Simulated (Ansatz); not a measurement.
**BHLYP/def2-SVPD run of AlBNH4F (SMILES [NH2][AlH][BH]F)**

What is the vertical electron affinity of AlBNH4F at BHLYP/def2-SVPD? 

The calculation is run with Ansatz 0.2.0.

92 further runs of the same task are left out: 92 set aside as unsound or not needed.

## 1. The system as given

AlBNH4F: 8 atoms, total charge 0, spin state singlet. SMILES: `[NH2][AlH][BH]F`. The coordinates come from a PBE0-D4/def2-TZVP relaxation. This is one conformer, not always the lowest.

Bond lengths: N1–Al2 1.770 Å, Al2–B3 2.169 Å, B3–F4 1.330 Å, N1–H5 1.008 Å, N1–H6 1.008 Å, Al2–H7 1.590 Å, B3–H8 1.208 Å. Angles: N1–Al2–B3 116.8°, Al2–B3–F4 118.5°, N1–Al2–H7 116.9°, B3–Al2–H7 126.3°, Al2–N1–H5 125.6°, Al2–N1–H6 124.3°, Al2–B3–H8 127.4°, F4–B3–H8 114.1°, H5–N1–H6 110.2°.

## 2. The energy at BHLYP/def2-SVPD

The input, job.yaml:

```yaml
crystal:
  periodic: [false, false, false]
  atoms:
    - symbol: N
      position_ang: [-1.034900, 1.238000, 0.178100]
    - symbol: Al
      position_ang: [0.358400, 0.247200, 0.637000]
    - symbol: B
      position_ang: [0.824000, -1.438600, -0.645900]
    - symbol: F
      position_ang: [0.022100, -1.693000, -1.675500]
    - symbol: H
      position_ang: [-1.365500, 2.050100, 0.674400]
    - symbol: H
      position_ang: [-1.614500, 1.063500, -0.627700]
    - symbol: H
      position_ang: [1.149400, 0.679500, 1.946200]
    - symbol: H
      position_ang: [1.753200, -2.203800, -0.542400]
basis:
  gaussian: {orbitals: def2-SVPD}
hamiltonian: {xc: {name: BHLYP}}
accuracy: high
output: {orbitals: {seedname: orbitals}}
```

Started as:

```console
$ ansatz run job.yaml --threads 1 --pin off --max-ram 3480MiB --events-out events.jsonl --progress --plain --runs-dir runs
```

Log:

```text
Warning: RAYON_NUM_THREADS=1 ignored (pool sized by the plan → 1); use --threads N
Functional definition: BHLYP
  name "BHLYP"
  parameter a = 0.5
  exchange = (1 - a)*b88_x + a*exact_x
  correlation = lyp_c
2418 factors; integrals over basis functions are off by at most 3.3e-9 eV
mean field evaluation 1: about -11533.3845 eV, gradient 5.3e1 eV
mean field evaluation 2: about -11529.3071 eV, gradient 6.7e1 eV
mean field evaluation 4: about -11538.8576 eV, gradient 1.6e0 eV
mean field evaluation 8: about -11539.0313 eV, gradient 1.9e-1 eV
mean field evaluation 16: about -11539.0314 eV, gradient 3.4e-5 eV
mean field -11539.03138053 eV, -424.0515817979 hartree, gradient 2.5e-8 eV, S^2 0.000000; 0 other end points of the search recorded, 0 dependent functions left out
reference -11539.03141089 eV, -424.0515829139 hartree; 19, 19 occupied and 100, 100 virtual orbitals, 2418 factors
Total energy: -11539.03141089 eV, -424.0515829139 hartree
```

Wall time 16 s (1 thread of Arm Neoverse V1, shared host); peak memory 0.43 GiB.

## 3. The doublet anion

The input, run.yaml:

```yaml
crystal:
  periodic: [false, false, false]
  atoms:
    - {symbol: N, position_ang: [-1.034900, 1.238000, 0.178100]}
    - {symbol: Al, position_ang: [0.358400, 0.247200, 0.637000]}
    - {symbol: B, position_ang: [0.824000, -1.438600, -0.645900]}
    - {symbol: F, position_ang: [0.022100, -1.693000, -1.675500]}
    - {symbol: H, position_ang: [-1.365500, 2.050100, 0.674400]}
    - {symbol: H, position_ang: [-1.614500, 1.063500, -0.627700]}
    - {symbol: H, position_ang: [1.149400, 0.679500, 1.946200]}
    - {symbol: H, position_ang: [1.753200, -2.203800, -0.542400]}
basis:
  gaussian: {orbitals: def2-SVPD}
total_charge: -1
magnetization: {spin_polarized: true, initial_magnetization: 1}
hamiltonian: {xc: {name: BHLYP}}
accuracy: high
output: {orbitals: {seedname: orbitals}}
```

Started as:

```console
$ ansatz run run.yaml --threads 1 --pin off --max-ram 3480MiB --events-out events.jsonl --progress --plain --runs-dir runs
```

Log:

```text
Warning: RAYON_NUM_THREADS=1 ignored (pool sized by the plan → 1); use --threads N
[... 5 set-up lines as earlier in the session ...]
2418 factors; integrals over basis functions are off by at most 3.3e-9 eV
mean field evaluation 1: about -11536.9231 eV, gradient 2.2e1 eV
mean field evaluation 2: about -11536.8127 eV, gradient 2.4e1 eV
mean field evaluation 4: about -11539.1450 eV, gradient 7.0e-1 eV
mean field evaluation 8: about -11539.1800 eV, gradient 8.0e-2 eV
mean field evaluation 16: about -11539.1801 eV, gradient 2.1e-4 eV
mean field evaluation 32: about -11539.0502 eV, gradient 1.7e0 eV
mean field -11539.18011263 eV, -424.0570476020 hartree, gradient 6.4e-8 eV, S^2 0.753909; 2 other end points of the search recorded, 0 dependent functions left out
reference -11539.18014149 eV, -424.0570486624 hartree; 20, 19 occupied and 99, 100 virtual orbitals, 2418 factors
Total energy: -11539.18014149 eV, -424.0570486624 hartree
```

It took 23 s on 1 thread of Arm Neoverse V1, shared host; peak memory 0.56 GiB.

## 4. Outcome

Level: BHLYP/def2-SVPD.

| quantity | value |
| --- | --- |
| singlet AlBNH4F: total energy | -424.05158 Eh |
| singlet AlBNH4F: HOMO energy | -8.49 eV |
| singlet AlBNH4F: LUMO energy | -1.23 eV |
| singlet AlBNH4F: HOMO–LUMO gap | 7.26 eV |
| doublet anion: total energy | -424.05705 Eh |
| doublet anion: HOMO energy (highest over α and β) | 0.93 eV |
| doublet anion: LUMO energy (lowest over α and β) | 4.09 eV |
| doublet anion: ⟨S²⟩ | 0.754 |
| vertical electron affinity (to the doublet anion) | 0.149 eV |

In words: At fixed nuclei the extra electron is bound by 0.15 eV (14.4 kJ/mol). The HOMO (doublet anion) lies at positive energy, 0.93 eV; only total energies tell whether the electron is bound.
